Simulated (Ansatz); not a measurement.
## CH₅FSeSn, SMILES C[Se][SnH2][F]: a polarisability from point charges

Program: the Ansatz DFT code, driven from Python.

`field_ch5fsesn.py`
```python
"""Dipole of CH5FSeSn in the field of point charges."""

import logging
import sys

import ansatz
import numpy as np

logging.basicConfig(stream=sys.stdout, format="[%(levelname)s] %(message)s")
logger = logging.getLogger("ansatz_job")
logger.setLevel(logging.INFO)

GEOMETRY = """
C    -0.08830    1.30780   -0.92460
Se    1.46830    0.29060   -0.66770
Sn    0.19790   -1.30010    0.87950
F    -1.15520   -2.13270   -0.07680
H    -0.92890    0.71350   -1.40240
H    -0.48670    1.77290    0.03460
H     0.11690    2.19710   -1.61780
H     1.37310   -2.51310    1.46740
H    -0.40870   -0.38230    2.29070
"""

mol = ansatz.Crystal.molecule()
for line in GEOMETRY.strip().splitlines():
    symbol, *xyz = line.split()
    mol = mol.atom(symbol, [float(v) for v in xyz])

calc = (
    mol.calculation()
    .basis(gaussian="def2-SVP")
    .functional("B3LYP", dispersion="d3bj")
    .forces()
)
# charges +q and -q at -R and +R make a nearly even field 2 k q / R^2 at the centre
centre = np.mean([site.position_ang for site in mol.cartesian_sites], axis=0)
field = 2 * 14.399645 * 2.0 / 30.0 ** 2


def dipole(axis, sign):
    arm = 30.0 * np.eye(3)[axis]
    pair = [{"charge": sign * 2.0, "position_ang": (centre - arm).tolist()}, {"charge": -sign * 2.0, "position_ang": (centre + arm).tolist()}]
    deck = calc.input().set(ansatz.key.basis.gaussian.point_charges, pair)
    return np.array(ansatz.Session.from_dict(deck).plan().execute().report["charge_distribution"]["dipole_moment_e_ang"])


logger.info(f"field {field:.4f} V/A")
alpha = np.array([(dipole(axis, 1) - dipole(axis, -1)) / (2 * field) * 14.399645 for axis in range(3)])
logger.info("polarisability tensor (A^3)")
print(np.array2string(alpha, precision=3, suppress_small=True))
logger.info(f"mean {np.trace(alpha) / 3:.3f} A^3 = {np.trace(alpha) / 3 / 0.14818471:.2f} bohr^3")
```

`python field_ch5fsesn.py` gives:
```text
[INFO] field 0.0640 V/A
[INFO] polarisability tensor (A^3)
[[ 9.326 -0.218 -0.819]
 [-0.236 11.278 -2.423]
 [-0.829 -2.4   10.304]]
[INFO] mean 10.303 A^3 = 69.53 bohr^3
```

Caveats:
- The geometry is a force-field or estimated start, not a minimum of this method, and the basis set is short of its limit. The field of two point charges is only nearly even.
- def2 sets replace the cores of elements past krypton by effective core potentials.
- b3lyp holds the VWN-RPA fit, as in Gaussian; the form of ORCA and Turbomole is b3lyp5.
- Without diffuse functions polarisabilities are unreliable, as a rule too low, and they change with the bond lengths of this unrelaxed start.
- Hardware and time: 35 s on 1 thread of Arm Neoverse V2 (shared host), peak memory 0.34 GiB.
